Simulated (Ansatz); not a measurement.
# ZnS: an axial (c/a) deformation path

The task, for ZnS: follow an axial (c/a) deformation at fixed volume.

Program: Ansatz 0.2.0. Level of theory: DFT PBE, scalar-relativistic, plane waves, PAW. These are calculated values, not measurements.

## (1) Starting point

It takes space group P6_3mc (No. 186, hexagonal). Conventional cell: a = 3.811 Å, b = 3.811 Å, c = 6.234 Å, α = 90.00°, β = 90.00°, γ = 120.00°. Around Zn (site symmetry 3m) lie 4 S at 2.31 to 2.40 Å. S (site symmetry 3m) has 4 Zn at 2.31 to 2.40 Å in its first shell of neighbours.

As a file:

```xyz
4
Lattice="3.8110 0.0000 0.0000 -1.9055 3.3004 0.0000 0.0000 0.0000 6.2340" Properties=species:S:1:pos:R:3 pbc="T T T"
Zn    0.0000    2.2003    0.0000
Zn    1.9055    1.1001    3.1170
S     0.0000    2.2003    2.4001
S     1.9055    1.1001    5.5171
```

No relaxation comes first: the listed cell is the starting point.

## (2) Zero of energy

The reference gives a free energy of -8445.4207 eV, pressure 2.33 GPa, largest force 0.319 eV/Å and gap on the mesh 2.25 eV. It was computed beforehand with the settings of the runs below.

## (3) Setting up an axial (c/a) deformation path

At fixed volume and fractional coordinates, lengths along (0.000, 0.000, 1.000) are scaled against those across it; ρ is that ratio over its starting value.

## (4) ρ = 0.850

input.yaml reads:

```yaml
crystal:
  lattice:
    - [4.0231463824, 0.0, 0.0]
    - [-2.0115731912, 3.4841469703, 0.0]
    - [0.0, 0.0, 5.5938748836]
  atoms:
    - { symbol: Zn, position: [0.3333333333, 0.6666666667, 0.0] }
    - { symbol: Zn, position: [0.6666666667, 0.3333333333, 0.5] }
    - { symbol: S, position: [0.3333333333, 0.6666666667, 0.385] }
    - { symbol: S, position: [0.6666666667, 0.3333333333, 0.885] }
basis:
  ecutwfc: 420
kpoints:
  mp_grid: { grid: [12, 12, 6] }
hamiltonian:
  xc: pbe
scf:
  occupations: { method: gaussian, width: 0.05 }
output:
  forces: true
  stress: true
  eigenvalues: true
```

The run is started by

```
$ ansatz run input.yaml --threads 1 --pin off --max-ram 2560MiB --backend cpu --events-out ev --progress --plain --runs-dir out
```

Log, shortened:

```text
Warning: RAYON_NUM_THREADS=1 ignored (pool sized by the plan → 1); use --threads N
[...]
Pseudopotentials: kind: paw
Pseudopotential: Zn, paw, valence charge 12, recommended cutoff 420 eV (normal), Zn.paw.azcp
Pseudopotential: S, paw, valence charge 6, recommended cutoff 420 eV (normal), S.paw.azcp
Functional definition: PBE
[...]
Crystal: 4 atoms, lattice volume = 78.411 Å³
Basis set: ecut = 420 eV, 1531 PW (Γ), exchange–correlation on 54×54×80 points (8 copies of the dense FFT grid, shifted against one another)
Bands: 22, of which v1, the nominal top of the filled ones, is band 18 counted from 1 (17 counted from 0)
Symmetry: 12 space group operations
Space group: P63mc (ITA 186), of the structure as read, at distance tolerance 4.3e-5 Å
k-points: 76 of 864 (time reversal used)
[...]
SCF iter   1: F=—  HF=-8444.886951 eV  |F-HF|=—  |Δ(HF+E_count)|=         —  Δρ=6.40e-4  dr2=1.79e-4  ethr=1.77e-3  ⟨swp⟩=6.0  Hψ=8097  notcnv=0
[...]
SCF iter   6: F=-8444.887017 eV  HF=-8444.887017 eV  |F-HF|=7.57e-8  |Δ(HF+E_count)|=   7.55e-7  Δρ=6.94e-6  dr2=7.42e-8  ethr=2.78e-10  ⟨swp⟩=3.0  Hψ=7089  notcnv=0
[...]
SCF converged after 6 iterations
Free energy (F): -8444.887017 eV
[...]
E sigma→0 (E₀):  -8444.887017 eV
Fermi energy:    6.858852 eV
[...]
--- Forces (eV/Å), atoms counted from 1 ---
  atom   1  Zn     0.00000000    -0.00000000    -1.30890412
  atom   2  Zn     0.00000000     0.00000000    -1.30890412
  atom   3  S     -0.00000000    -0.00000000     1.30891704
  atom   4  S      0.00000000     0.00000000     1.30891704
[...]
--- Stress (GPa, compression-positive) ---
       -3.278331      -0.000000       0.000000
        0.000000      -3.278331       0.000000
        0.000000      -0.000000      20.580713
  P = ⅓ Tr σ = 4.6747 GPa (46.747 kbar)
--- Band table (eV; the first three rows and the last of 76) ---
  k-point 0: bands = ["-7.3677", "-6.0505", "-0.5438", "-0.4553", "-0.4553", "-0.3400", "-0.3400", "-0.0868", "-0.0868", "0.0238", "0.0238", "0.2583", "0.7040", "4.3842", "4.3842", "5.7613", "5.7613", "5.9560", "7.7617", "8.0402", "11.5414", "11.5414"]
[...]
```

Wall time 6.5 s (1 thread of Intel Xeon Platinum 8488C (Sapphire Rapids), shared host); peak memory 0.43 GiB.

## (5) Point ρ = 1.200

input.yaml: that of step 4 with these lines changed.

```diff
@@ -2,5 +2,5 @@
   lattice:
-    - [4.0231463824, 0.0, 0.0]
-    - [-2.0115731912, 3.4841469703, 0.0]
-    - [0.0, 0.0, 5.5938748836]
+    - [3.5862871595, 0.0, 0.0]
+    - [-1.7931435797, 3.1058157854, 0.0]
+    - [0.0, 0.0, 7.0397023249]
   atoms:
```

The run is started by

```
$ ansatz run input.yaml --threads 1 --pin off --max-ram 2560MiB --backend cpu --events-out ev --progress --plain --runs-dir out
```

Log, shortened:

```text
Warning: RAYON_NUM_THREADS=1 ignored (pool sized by the plan → 1); use --threads N
[...]
[... 4 set-up lines as earlier in the session ...]
[...]
Crystal: 4 atoms, lattice volume = 78.411 Å³
Basis set: ecut = 420 eV, 1517 PW (Γ), exchange–correlation on 48×48×96 points (8 copies of the dense FFT grid, shifted against one another)
Bands: 22, of which v1, the nominal top of the filled ones, is band 18 counted from 1 (17 counted from 0)
[... 2 set-up lines as earlier in the session ...]
k-points: 76 of 864 (time reversal used)
[...]
SCF iter   1: F=—  HF=-8444.693923 eV  |F-HF|=—  |Δ(HF+E_count)|=         —  Δρ=8.88e-4  dr2=5.76e-4  ethr=1.77e-3  ⟨swp⟩=6.2  Hψ=8301  notcnv=0
[...]
SCF iter   6: F=-8444.693831 eV  HF=-8444.693831 eV  |F-HF|=1.14e-7  |Δ(HF+E_count)|=   1.89e-6  Δρ=1.03e-5  dr2=8.79e-8  ethr=2.78e-10  ⟨swp⟩=3.4  Hψ=7751  notcnv=0
[...]
SCF converged after 6 iterations
Free energy (F): -8444.693831 eV
[...]
E sigma→0 (E₀):  -8444.693831 eV
Fermi energy:    6.932957 eV
[...]
--- Forces (eV/Å), atoms counted from 1 ---
  atom   1  Zn    -0.00000000    -0.00000000     0.75291294
  atom   2  Zn    -0.00000000     0.00000000     0.75291294
  atom   3  S      0.00000000    -0.00000000    -0.75293629
  atom   4  S      0.00000000     0.00000000    -0.75293629
[...]
--- Stress (GPa, compression-positive) ---
       14.553931      -0.000000       0.000000
       -0.000000      14.553931      -0.000000
        0.000000      -0.000000      -6.515373
  P = ⅓ Tr σ = 7.5308 GPa (75.308 kbar)
--- Band table (eV; the first three rows and the last of 76) ---
[... band rows left out ...]
[...]
```

Run time: 6.5 s. Hardware: 1 thread of Intel Xeon Platinum 8488C (Sapphire Rapids), shared host; peak memory 0.43 GiB.

## (6) At ρ = 0.920

input.yaml: that of step 5 with these lines changed.

```diff
@@ -2,5 +2,5 @@
   lattice:
-    - [3.5862871595, 0.0, 0.0]
-    - [-1.7931435797, 3.1058157854, 0.0]
-    - [0.0, 0.0, 7.0397023249]
+    - [3.9184069144, 0.0, 0.0]
+    - [-1.9592034572, 3.3934399303, 0.0]
+    - [0.0, 0.0, 5.8969215411]
   atoms:
```

The run is started by

```
$ ansatz run input.yaml --threads 1 --pin off --max-ram 2560MiB --backend cpu --events-out ev --progress --plain --runs-dir out
```

Log, shortened:

```text
Warning: RAYON_NUM_THREADS=1 ignored (pool sized by the plan → 1); use --threads N
[...]
[... 4 set-up lines as earlier in the session ...]
[...]
Crystal: 4 atoms, lattice volume = 78.411 Å³
Basis set: ecut = 420 eV, 1519 PW (Γ), exchange–correlation on 54×54×80 points (8 copies of the dense FFT grid, shifted against one another)
Bands: 22, of which v1, the nominal top of the filled ones, is band 18 counted from 1 (17 counted from 0)
[... 2 set-up lines as earlier in the session ...]
k-points: 76 of 864 (time reversal used)
[...]
SCF iter   1: F=—  HF=-8445.317906 eV  |F-HF|=—  |Δ(HF+E_count)|=         —  Δρ=5.11e-4  dr2=1.34e-4  ethr=1.77e-3  ⟨swp⟩=5.7  Hψ=7875  notcnv=0
[...]
SCF iter   7: F=-8445.318274 eV  HF=-8445.318274 eV  |F-HF|=9.00e-10  |Δ(HF+E_count)|=   4.62e-8  Δρ=3.88e-6  dr2=1.04e-8  ethr=2.78e-10  ⟨swp⟩=4.0  Hψ=6099  notcnv=0
[...]
SCF converged after 7 iterations
Free energy (F): -8445.318274 eV
[...]
E sigma→0 (E₀):  -8445.318274 eV
Fermi energy:    7.039467 eV
[...]
--- Forces (eV/Å), atoms counted from 1 ---
  atom   1  Zn     0.00000000    -0.00000000    -0.28520141
  atom   2  Zn     0.00000000     0.00000000    -0.28520141
  atom   3  S     -0.00000000    -0.00000000     0.28520908
  atom   4  S     -0.00000000     0.00000000     0.28520908
[...]
--- Stress (GPa, compression-positive) ---
       -0.774927      -0.000000      -0.000000
        0.000000      -0.774927       0.000000
       -0.000000       0.000000       9.199507
  P = ⅓ Tr σ = 2.5499 GPa (25.499 kbar)
--- Band table (eV; the first three rows and the last of 76) ---
[... band rows left out ...]
[...]
```

Wall time 6.7 s (1 thread of Intel Xeon Platinum 8488C (Sapphire Rapids), shared host); peak memory 0.43 GiB.

## (7) Point ρ = 1.100

input.yaml: that of step 6 with these lines changed.

```diff
@@ -2,5 +2,5 @@
   lattice:
-    - [3.9184069144, 0.0, 0.0]
-    - [-1.9592034572, 3.3934399303, 0.0]
-    - [0.0, 0.0, 5.8969215411]
+    - [3.6918262054, 0.0, 0.0]
+    - [-1.8459131027, 3.1972152802, 0.0]
+    - [0.0, 0.0, 6.642964344]
   atoms:
```

The run is started by

```
$ ansatz run input.yaml --threads 1 --pin off --max-ram 2560MiB --backend cpu --events-out ev --progress --plain --runs-dir out
```

Log, shortened:

```text
[...]
SCF converged after 6 iterations
Free energy (F): -8445.180809 eV
[...]
E sigma→0 (E₀):  -8445.180809 eV
Fermi energy:    6.986184 eV
[...]
--- Forces (eV/Å), atoms counted from 1 ---
  atom   1  Zn    -0.00000000     0.00000000     0.63779625
  atom   2  Zn     0.00000000     0.00000000     0.63779625
  atom   3  S     -0.00000000    -0.00000000    -0.63784381
  atom   4  S      0.00000000    -0.00000000    -0.63784381
[...]
--- Stress (GPa, compression-positive) ---
        8.547411       0.000000       0.000000
        0.000000       8.547411      -0.000000
        0.000000       0.000000      -4.434825
  P = ⅓ Tr σ = 4.2200 GPa (42.200 kbar)
--- Band table (eV; the first three rows and the last of 76) ---
  k-point 0: bands = ["-7.3855", "-6.6845", "-0.5907", "-0.5907", "-0.5440", "-0.5440", "-0.4490", "-0.0477", "-0.0477", "0.0060", "0.0060", "0.0329", "0.8383", "5.3928", "5.3928", "5.5546", "5.9939", "5.9939", "7.9776", "9.5623", "11.7728", "12.5806"]
[...]
```

Wall time 6.7 s (1 thread of Intel Xeon Platinum 8488C (Sapphire Rapids), shared host); peak memory 0.43 GiB.

## (8) At ρ = 0.960

input.yaml: that of step 7 with these lines changed.

```diff
@@ -2,5 +2,5 @@
   lattice:
-    - [3.6918262054, 0.0, 0.0]
-    - [-1.8459131027, 3.1972152802, 0.0]
-    - [0.0, 0.0, 6.642964344]
+    - [3.8632107324, 0.0, 0.0]
+    - [-1.9316053662, 3.3456386344, 0.0]
+    - [0.0, 0.0, 6.0666315585]
   atoms:
```

The run is started by

```
$ ansatz run input.yaml --threads 1 --pin off --max-ram 2560MiB --backend cpu --events-out ev --progress --plain --runs-dir out
```

Log, shortened:

```text
Warning: RAYON_NUM_THREADS=1 ignored (pool sized by the plan → 1); use --threads N
[...]
[... 4 set-up lines as earlier in the session ...]
[...]
Crystal: 4 atoms, lattice volume = 78.411 Å³
Basis set: ecut = 420 eV, 1509 PW (Γ), exchange–correlation on 54×54×90 points (8 copies of the dense FFT grid, shifted against one another)
Bands: 22, of which v1, the nominal top of the filled ones, is band 18 counted from 1 (17 counted from 0)
[... 2 set-up lines as earlier in the session ...]
k-points: 76 of 864 (time reversal used)
[...]
SCF iter   1: F=—  HF=-8445.410830 eV  |F-HF|=—  |Δ(HF+E_count)|=         —  Δρ=5.12e-4  dr2=1.60e-4  ethr=1.77e-3  ⟨swp⟩=5.7  Hψ=7880  notcnv=0
[...]
SCF iter   7: F=-8445.411292 eV  HF=-8445.411292 eV  |F-HF|=6.88e-10  |Δ(HF+E_count)|=   3.35e-8  Δρ=3.39e-6  dr2=7.92e-9  ethr=2.78e-10  ⟨swp⟩=4.0  Hψ=6033  notcnv=0
[...]
SCF converged after 7 iterations
Free energy (F): -8445.411292 eV
[...]
E sigma→0 (E₀):  -8445.411292 eV
Fermi energy:    7.028821 eV
[...]
--- Forces (eV/Å), atoms counted from 1 ---
  atom   1  Zn     0.00000000     0.00000000     0.07248347
  atom   2  Zn    -0.00000000    -0.00000000     0.07248347
  atom   3  S      0.00000000     0.00000000    -0.07247935
  atom   4  S     -0.00000000    -0.00000000    -0.07247935
[...]
--- Stress (GPa, compression-positive) ---
        1.018874       0.000000      -0.000000
        0.000000       1.018874       0.000000
       -0.000000       0.000000       4.555466
  P = ⅓ Tr σ = 2.1977 GPa (21.977 kbar)
--- Band table (eV; the first three rows and the last of 76) ---
[... band rows left out ...]
[...]
```

It took 7.1 s on 1 thread of Intel Xeon Platinum 8488C (Sapphire Rapids), shared host; peak memory 0.43 GiB.

## (9) At ρ = 1.050

input.yaml: that of step 8 with these lines changed.

```diff
@@ -2,5 +2,5 @@
   lattice:
-    - [3.8632107324, 0.0, 0.0]
-    - [-1.9316053662, 3.3456386344, 0.0]
-    - [0.0, 0.0, 6.0666315585]
+    - [3.7495203087, 0.0, 0.0]
+    - [-1.8747601544, 3.2471798393, 0.0]
+    - [0.0, 0.0, 6.4401057285]
   atoms:
```

The run is started by

```
$ ansatz run input.yaml --threads 1 --pin off --max-ram 2560MiB --backend cpu --events-out ev --progress --plain --runs-dir out
```

Log, shortened:

```text
[...]
SCF converged after 6 iterations
Free energy (F): -8445.340393 eV
[...]
E sigma→0 (E₀):  -8445.340393 eV
Fermi energy:    6.993515 eV
[...]
--- Forces (eV/Å), atoms counted from 1 ---
  atom   1  Zn    -0.00000000     0.00000000     0.51870891
  atom   2  Zn     0.00000000    -0.00000000     0.51870891
  atom   3  S     -0.00000000     0.00000000    -0.51873445
  atom   4  S     -0.00000000    -0.00000000    -0.51873445
[...]
--- Stress (GPa, compression-positive) ---
        5.692768       0.000000      -0.000000
        0.000000       5.692768       0.000000
       -0.000000       0.000000      -2.259619
  P = ⅓ Tr σ = 3.0420 GPa (30.420 kbar)
--- Band table (eV; the first three rows and the last of 76) ---
  k-point 0: bands = ["-7.3526", "-6.5459", "-0.5435", "-0.5435", "-0.4886", "-0.4886", "-0.4317", "-0.0286", "-0.0286", "0.0375", "0.0375", "0.1303", "0.7688", "5.2035", "5.2035", "5.7305", "5.9175", "5.9175", "8.0687", "9.2142", "12.0317", "12.3599"]
[...]
```

Run time: 6.8 s. Hardware: 1 thread of Intel Xeon Platinum 8488C (Sapphire Rapids), shared host; peak memory 0.44 GiB.

## (10) At ρ = 0.800

input.yaml: that of step 9 with these lines changed.

```diff
@@ -2,5 +2,5 @@
   lattice:
-    - [3.7495203087, 0.0, 0.0]
-    - [-1.8747601544, 3.2471798393, 0.0]
-    - [0.0, 0.0, 6.4401057285]
+    - [4.1052739893, 0.0, 0.0]
+    - [-2.0526369947, 3.5552715643, 0.0]
+    - [0.0, 0.0, 5.3722983431]
   atoms:
```

The run is started by

```
$ ansatz run input.yaml --threads 1 --pin off --max-ram 2560MiB --backend cpu --events-out ev --progress --plain --runs-dir out
```

Log, shortened:

```text
[...]
SCF converged after 6 iterations
Free energy (F): -8444.295028 eV
[...]
E sigma→0 (E₀):  -8444.295028 eV
Fermi energy:    6.635912 eV
[...]
--- Forces (eV/Å), atoms counted from 1 ---
  atom   1  Zn     0.00000000    -0.00000000    -2.50639194
  atom   2  Zn     0.00000000     0.00000000    -2.50639194
  atom   3  S      0.00000000    -0.00000000     2.50641629
  atom   4  S     -0.00000000     0.00000000     2.50641629
[...]
--- Stress (GPa, compression-positive) ---
       -4.372942       0.000000      -0.000000
        0.000000      -4.372942       0.000000
       -0.000000      -0.000000      31.883367
  P = ⅓ Tr σ = 7.7125 GPa (77.125 kbar)
--- Band table (eV; the first three rows and the last of 76) ---
  k-point 0: bands = ["-7.4320", "-5.9949", "-0.6574", "-0.5106", "-0.5106", "-0.3587", "-0.3587", "-0.1623", "-0.1623", "-0.0631", "-0.0631", "0.1845", "0.7935", "4.1617", "4.1617", "5.7614", "5.7614", "5.8723", "7.3995", "7.9897", "11.3782", "11.3782"]
[...]
```

Wall time 6.5 s (1 thread of Intel Xeon Platinum 8488C (Sapphire Rapids), shared host); peak memory 0.44 GiB.

## (11) ρ = 1.300

input.yaml: that of step 10 with these lines changed.

```diff
@@ -2,5 +2,5 @@
   lattice:
-    - [4.1052739893, 0.0, 0.0]
-    - [-2.0526369947, 3.5552715643, 0.0]
-    - [0.0, 0.0, 5.3722983431]
+    - [3.4918669901, 0.0, 0.0]
+    - [-1.745933495, 3.02404552, 0.0]
+    - [0.0, 0.0, 7.4255569427]
   atoms:
```

The run is started by

```
$ ansatz run input.yaml --threads 1 --pin off --max-ram 2560MiB --backend cpu --events-out ev --progress --plain --runs-dir out
```

Log, shortened:

```text
[...]
SCF converged after 7 iterations
Free energy (F): -8444.059450 eV
[...]
E sigma→0 (E₀):  -8444.059450 eV
Fermi energy:    6.865151 eV
[...]
--- Forces (eV/Å), atoms counted from 1 ---
  atom   1  Zn    -0.00000000    -0.00000000     0.82002608
  atom   2  Zn     0.00000000     0.00000000     0.82002608
  atom   3  S     -0.00000000    -0.00000000    -0.81998465
  atom   4  S      0.00000000     0.00000000    -0.81998465
[...]
--- Stress (GPa, compression-positive) ---
       20.699165      -0.000000       0.000000
        0.000000      20.699165       0.000000
        0.000000       0.000000      -6.660463
  P = ⅓ Tr σ = 11.5793 GPa (115.793 kbar)
--- Band table (eV; the first three rows and the last of 76) ---
  k-point 0: bands = ["-7.5773", "-7.1861", "-0.7646", "-0.7646", "-0.7412", "-0.7412", "-0.5828", "-0.3455", "-0.1535", "-0.1535", "-0.1321", "-0.1321", "1.0566", "4.6501", "6.1140", "6.1140", "6.4110", "6.4110", "7.3174", "10.8329", "11.8168", "13.2005"]
[...]
```

Run time: 7.7 s. Hardware: 1 thread of Intel Xeon Platinum 8488C (Sapphire Rapids), shared host; peak memory 0.44 GiB.

## (12) All points together

Collected from the runs (energy zero: the undisturbed cell):

```
    ρ  ΔE (meV/atom)  pressure (GPa)  gap on the mesh (eV)  space group
0.800          281.4             7.7                  1.53       P6_3mc
0.850          133.4             4.7                  1.81       P6_3mc
0.920           25.6             2.5                  2.12       P6_3mc
0.960            2.4             2.2                  2.18       P6_3mc
1.000            0.0             2.3                  2.25       P6_3mc
1.050           20.1             3.0                  2.15       P6_3mc
1.100           60.0             4.2                  1.98       P6_3mc
1.200          181.7             7.5                  1.50       P6_3mc
1.300          340.3            11.6                  0.91       P6_3mc
```

## (13) What came out

| quantity | value |
| --- | --- |
| highest point | 340.3 meV/atom at ρ = 1.300 |

The undisturbed cell stays the lowest of the sampled points. No further minimum shows among the sampled points. The gap on the mesh stays between 0.91 and 2.25 eV.
